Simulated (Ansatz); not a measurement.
**CHFGaN (SMILES N#[C][GaH][F]) at MP2/cc-pVDZ**

What is the energy change on altering one bond length of CHFGaN at MP2/cc-pVDZ? 

Program for the calculation: Ansatz 0.2.0.

126 further runs of the same task are left out: 126 set aside as unsound or not needed.

## Step 1: The system as given

The species is CHFGaN (5 atoms), meant as a singlet with charge 0. SMILES: `N#[C][GaH][F]`. Geometry: relaxed at PBE0-D4/def2-TZVP.

Bond lengths: N1–C2 1.152 Å, C2–Ga3 1.931 Å, Ga3–F4 1.741 Å, Ga3–H5 1.539 Å. Angles: N1–C2–Ga3 177.5°, C2–Ga3–F4 112.3°, C2–Ga3–H5 127.5°, F4–Ga3–H5 120.2°.

## Step 2: A single-point energy at MP2/cc-pVDZ

Contents of in.yaml:

```yaml
crystal:
  periodic: [false, false, false]
  atoms:
    - {symbol: "N", position_ang: [1.214000, -1.657200, 1.266000]}
    - {symbol: C, position_ang: [0.641000, -0.864700, 0.656300]}
    - {symbol: Ga, position_ang: [-0.259700, 0.519000, -0.345500]}
    - {symbol: F, position_ang: [-1.724700, -0.053500, -1.092600]}
    - {symbol: H, position_ang: [0.179200, 1.982700, -0.525600]}
basis:
  gaussian: {orbitals: cc-pVDZ}
total_charge: 0
correlation: {method: mp2, frozen_orbitals: {C: 1, F: 1, Ga: 9, H: 0, "N": 1}}
accuracy: high
```

Started as:

```sh
ansatz run in.yaml --threads 1 --pin off --max-ram 3480MiB --events-out events.jsonl --progress --plain --runs-dir runs
```

The program printed:

```text
Warning: RAYON_NUM_THREADS=1 ignored (pool sized by the plan → 1); use --threads N
Functional definition: HF
  name "HF"
  exchange = exact_x
  correlation = 0
1569 factors; integrals over basis functions are off by at most 4.4e-9 eV
mean field evaluation 1: about -57564.8012 eV, gradient 3.9e1 eV
mean field evaluation 2: about -57564.9418 eV, gradient 3.9e1 eV
mean field evaluation 4: about -57568.4314 eV, gradient 3.3e0 eV
mean field evaluation 8: about -57568.4849 eV, gradient 3.3e-1 eV
mean field evaluation 16: about -57568.4855 eV, gradient 2.0e-8 eV
mean field -57568.48554746 eV, -2115.6028225480 hartree, gradient 2.0e-8 eV, S^2 0.000000; 0 other end points of the search recorded, 0 dependent functions left out
12 core orbitals not correlated: weight in the atoms' cores, before any rotation towards them, 1.000 or more for the frozen orbitals, at most 0.000 for the correlated occupied ones
reference -57568.48554746 eV, -2115.6028225480 hartree; 15, 15 occupied and 47, 47 virtual orbitals, 1569 factors
second order -14.78192007 eV of doubles, -0.00000000 eV of singles
Total energy: -57583.26746753 eV, -2116.1460480910 hartree
```

It took 2.5 s on 1 thread of Arm Neoverse V2, shared host; peak memory 0.18 GiB.

## Step 3: The distorted shape at the same level

Contents of molecule.yaml:

```yaml
crystal:
  periodic: [false, false, false]
  atoms:
    - symbol: N
      position_ang: [1.148155, -1.876790, 1.293019]
    - symbol: C
      position_ang: [0.575155, -1.084290, 0.683319]
    - symbol: Ga
      position_ang: [-0.325545, 0.299410, -0.318481]
    - symbol: F
      position_ang: [-1.790545, -0.273090, -1.065581]
    - symbol: H
      position_ang: [0.179200, 1.982700, -0.525600]
basis:
  gaussian:
    orbitals: cc-pVDZ
correlation:
  method: mp2
  frozen_orbitals: {C: 1, F: 1, Ga: 9, H: 0, "N": 1}
accuracy: high
```

Started as:

```sh
ansatz run molecule.yaml --threads 1 --pin off --max-ram 3480MiB --events-out events.jsonl --progress --plain --runs-dir runs
```

The program printed:

```text
Warning: RAYON_NUM_THREADS=1 ignored (pool sized by the plan → 1); use --threads N
Functional definition: HF
  name "HF"
  exchange = exact_x
  correlation = 0
1564 factors; integrals over basis functions are off by at most 4.4e-9 eV
mean field evaluation 1: about -57564.4666 eV, gradient 3.9e1 eV
mean field evaluation 2: about -57564.6059 eV, gradient 3.9e1 eV
mean field evaluation 4: about -57568.0955 eV, gradient 3.3e0 eV
mean field evaluation 8: about -57568.1519 eV, gradient 3.4e-1 eV
mean field evaluation 16: about -57568.1526 eV, gradient 2.0e-8 eV
mean field -57568.15255914 eV, -2115.5905854531 hartree, gradient 2.0e-8 eV, S^2 0.000000; 0 other end points of the search recorded, 0 dependent functions left out
12 core orbitals not correlated: weight in the atoms' cores, before any rotation towards them, 1.000 or more for the frozen orbitals, at most 0.000 for the correlated occupied ones
reference -57568.15255914 eV, -2115.5905854531 hartree; 15, 15 occupied and 47, 47 virtual orbitals, 1564 factors
second order -14.79962779 eV of doubles, -0.00000000 eV of singles
Total energy: -57582.95218693 eV, -2116.1344617428 hartree
```

Run time: 2.4 s. Hardware: 1 thread of Arm Neoverse V2, shared host; peak memory 0.18 GiB.

## Step 4: What came out

Level: MP2/cc-pVDZ, 12 core orbitals frozen.

| quantity | value |
| --- | --- |
| first shape: total energy | -2116.14605 Eh |
| first shape: correlation energy (12 core orbitals frozen) | -543.2 mEh |
| distorted shape: total energy | -2116.13446 Eh |
| distorted shape: correlation energy (12 core orbitals frozen) | -543.9 mEh |
| energy change with the Ga3–H5 bond stretched from 1.539 to 1.770 Å | 0.315 eV |

What this shows: With the Ga3–H5 bond stretched from 1.539 to 1.770 Å the energy rises by 0.32 eV (7.3 kcal/mol). The first shape isn't relaxed at this level, so the change isn't measured from a minimum.
